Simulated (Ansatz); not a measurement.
# AsH3 (arsine): levels of theory compared

We compute a comparison of 6 runs (UPBE/STO-3G, UPBE0/STO-3G, r2SCAN/STO-3G, MP2/STO-3G, CCSDT/STO-3G, UCCSD(T)/STO-3G) of AsH3 (arsine). 

The calculation is run with Ansatz 0.2.0.

29 further runs of the same task are left out: 1 that didn't finish, 28 set aside as unsound or not needed.

## Step 1: The molecule

AsH3 has 4 atoms, charge 0, and is taken as a singlet. SMILES: `[AsH3]`. The H4–As1 distance was set to 3.804 Å, away from the relaxed value. At this shape a bond of the SMILES string is far longer than usual.

Bond lengths: As1–H2 1.522 Å, As1–H3 1.522 Å. Angles: H2–As1–H3 92.0°.

## Step 2: A single-point energy at UPBE/STO-3G (run 1)

File run.yaml:

```yaml
crystal:
  periodic: [false, false, false]
  atoms:
    - {symbol: As, position_ang: [-1.940368, 1.837764, 0.296757]}
    - {symbol: H, position_ang: [-1.374668, 1.980464, 1.702157]}
    - {symbol: H, position_ang: [-2.792568, 0.644664, 0.703857]}
    - {symbol: H, position_ang: [0.933900, -0.412500, -0.774500]}
basis:
  gaussian:
    orbitals: STO-3G
magnetization:
  spin_polarized: true
  initial_magnetization: 0
hamiltonian:
  xc: {name: PBE}
accuracy: high
```

Command:

```bash
$ ansatz run run.yaml --threads 1 --pin off --max-ram 2610MiB --events-out events.jsonl --progress --plain --runs-dir runs
```

The program printed:

```text
Warning: RAYON_NUM_THREADS=1 ignored (pool sized by the plan → 1); use --threads N
Functional definition: PBE
  name "PBE"
  parameter kappa = 0.804
  parameter beta = 0.06672455060314922
  exchange = pbe_x(kappa = kappa, mu = beta*pi^2/3)
  correlation = pbe_c(beta = beta)
251 factors; integrals over basis functions are off by at most 2.2e-8 eV
mean field evaluation 1: about -60174.2671 eV, gradient 1.1e1 eV
mean field evaluation 2: about -60170.3831 eV, gradient 1.7e1 eV
mean field evaluation 4: about -60173.6489 eV, gradient 9.6e0 eV
mean field evaluation 8: about -60184.1309 eV, gradient 5.3e-2 eV
mean field evaluation 16: about -60184.3726 eV, gradient 1.7e0 eV
mean field evaluation 32: about -60185.7350 eV, gradient 5.4e-1 eV
mean field -60185.71904680 eV, -2211.7843796241 hartree, gradient 2.7e-8 eV, S^2 0.998036; 3 other end points of the search recorded, 0 dependent functions left out
reference -60185.71904885 eV, -2211.7843796997 hartree; 18, 18 occupied and 3, 3 virtual orbitals, 251 factors
Total energy: -60185.71904885 eV, -2211.7843796997 hartree
```

It took 2.3 s on 1 thread of Intel Xeon Platinum 8488C (Sapphire Rapids), shared host; peak memory 0.13 GiB.

## Step 3: A single-point energy at UPBE0/STO-3G (run 2)

File molecule.yaml:

```yaml
basis:
  gaussian: {orbitals: STO-3G}
crystal:
  periodic: [false, false, false]
  atoms:
    - {symbol: As, position_ang: [-1.940368, 1.837764, 0.296757]}
    - {symbol: H, position_ang: [-1.374668, 1.980464, 1.702157]}
    - {symbol: H, position_ang: [-2.792568, 0.644664, 0.703857]}
    - {symbol: H, position_ang: [0.933900, -0.412500, -0.774500]}
magnetization: {spin_polarized: true, initial_magnetization: 0}
hamiltonian: {xc: pbe0}
accuracy: high
```

Command:

```bash
$ ansatz run molecule.yaml --threads 1 --pin off --max-ram 2610MiB --events-out events.jsonl --progress --plain --runs-dir runs
```

The program printed:

```text
Warning: RAYON_NUM_THREADS=1 ignored (pool sized by the plan → 1); use --threads N
Functional definition: PBE0
  name "PBE0"
  parameter a = 0.25
[... 2 set-up lines as earlier in the session ...]
  exchange = (1 - a)*pbe_x(kappa = kappa, mu = beta*pi^2/3) + a*exact_x
[... 1 set-up line as earlier in the session ...]
251 factors; integrals over basis functions are off by at most 2.2e-8 eV
mean field evaluation 1: about -60180.0702 eV, gradient 8.8e0 eV
mean field evaluation 2: about -60176.7768 eV, gradient 1.4e1 eV
mean field evaluation 4: about -60179.5273 eV, gradient 8.8e0 eV
mean field evaluation 8: about -60188.5703 eV, gradient 1.7e-2 eV
mean field evaluation 16: about -60190.7150 eV, gradient 3.0e0 eV
mean field evaluation 32: about -60191.1844 eV, gradient 1.1e-1 eV
mean field -60191.17296989 eV, -2211.9848076012 hartree, gradient 3.0e-8 eV, S^2 1.000073; 3 other end points of the search recorded, 0 dependent functions left out
reference -60191.17297144 eV, -2211.9848076580 hartree; 18, 18 occupied and 3, 3 virtual orbitals, 251 factors
Total energy: -60191.17297144 eV, -2211.9848076580 hartree
```

Run time: 2.6 s. Hardware: 1 thread of Intel Xeon Platinum 8488C (Sapphire Rapids), shared host; peak memory 0.13 GiB.

Runs 3 to 5 aren't shown in full; the table further down has their settings and results.

## Step 4: The energy at UCCSD(T)/STO-3G (run 6)

Changes to run.yaml since step 2:

```diff
@@ -13,4 +13,7 @@
   initial_magnetization: 0
-hamiltonian:
-  xc: {name: PBE}
+correlation:
+  method: ccsd_t
+  frozen_orbitals: {As: 9, H: 0}
 accuracy: high
+scf:
+  omitted_lower_state_checks: [cluster_reference, increment]
```

Command:

```bash
$ ansatz run run.yaml --threads 1 --pin off --max-ram 2610MiB --events-out events.jsonl --progress --plain --runs-dir runs
```

The program printed:

```text
Warning: RAYON_NUM_THREADS=1 ignored (pool sized by the plan → 1); use --threads N
[... 14 lines left out ...]
9 core orbitals not correlated: weight in the atoms' cores, before any rotation towards them, 1.000 or more for the frozen orbitals, at most 0.000 for the correlated occupied ones
[... 29 lines left out ...]
Total energy: -60162.14383176 eV, -2210.9180064514 hartree
Checks for a lower state left out: cluster_reference, increment
```

It took 0.34 s on 1 thread of Intel Xeon Platinum 8488C (Sapphire Rapids), shared host.

## Step 5: All runs side by side

```csv
run,level,frozen core orbitals,energy (Eh),wall time
1,UPBE/STO-3G,–,-2211.784380,2.3 s
2,UPBE0/STO-3G,–,-2211.984808,2.6 s
3,r2SCAN/STO-3G,–,-2212.199508,3 s
4,MP2/STO-3G,9,-2210.857816,0.16 s
5,CCSDT/STO-3G,9,-2210.918638,0.26 s
6,UCCSD(T)/STO-3G,9,-2210.918006,0.34 s
```

## Step 6: Summary of results

| quantity | value |
| --- | --- |
| run 6: total energy | -2210.91801 Eh |
| run 6: correlation energy (9 core orbitals frozen) | -41.8 mEh |
| run 6: (T) correction | -0.05 mEh |
| run 6: ⟨S²⟩ of the reference determinant | 1.007 |
| run 6: T1 diagnostic | 0.004 |

Totals of different functionals can't be ranked against each other. In runs 4, 5 the log says that unrestricted orbitals would lower the reference, so the values rest on an unstable closed-shell determinant (other closed-shell runs at this shape may share the fault). In runs 1, 2, 3, 4, 5, 6 the basis is minimal, so the values are rough. In runs 3, 4 a closed-shell determinant meets a far-stretched bond, which it describes badly. Spin contamination of the reference: run 6 ⟨S²⟩ = 1.01, run 2 ⟨S²⟩ = 1.00, run 1 ⟨S²⟩ = 1.00. Where it is this large, the reference is a mixture of spin states, and values that rest on it are in doubt. All runs together took 8.6 s, the longest 3 s.
